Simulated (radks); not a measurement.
**Ag²⁺ in [Kr] 4d9: an all-electron calculation**

What are the levels of the silver ion Ag2+, how large are its shells, and how does its energy divide?

Method: scalar-relativistic Kohn-Sham, SOGGA, spin-unpolarised, spherical densities, finite nucleus. Code: radks (a radial shooting solver on a logarithmic mesh, Libxc functionals) version 1.

### Step 1. Starting point

```
element            : silver (Z = 47)
charge             : +2
electrons          : 45
configuration      : [Kr] 4d9
nuclear rms radius : 4.5454 fm
```

Outer shells as boxes (Hund's rule):

Ag²⁺
```
[Kr] core
4d [↑↓][↑↓][↑↓][↑↓][↑ ]
```

### Step 2. The run

Settings of this run:

```text
Z 47
configuration [Kr] 4d9
relativity scalar-relativistic
functional sogga,pbe
spin unpolarised
nucleus finite rms 4.5454 fm
c 137.035999084
```

**Question.** What will this run give?

The runs gave:

| quantity | value |
| --- | --- |
| total energy | -5311.95593 hartree |
| exchange-correlation share of it | 2.74 % |
| −T/E | 1.0388 |
| highest occupied level | 4d, -28.776 eV |
| most extended occupied level | 4d, <r> = 1.31 bohr |
| radius at density 0.001 e/bohr³ | 3.30 bohr |
| maxima of the radial density | 4 |
| ionisation energy, NIST | 34.8 (semi-emp.) eV |

What this shows: 4 principal shells are occupied and 4 maxima appear in the radial density. −T/E is 1.039: with relativity the kinetic term as defined here no longer equals −E. The top level binds by 28.776 eV, 83 % of the NIST ionisation energy of 34.8 eV; the potential of a semilocal functional falls off too fast, so its top eigenvalue is too shallow. Spin polarisation and multiplet splitting are left out.
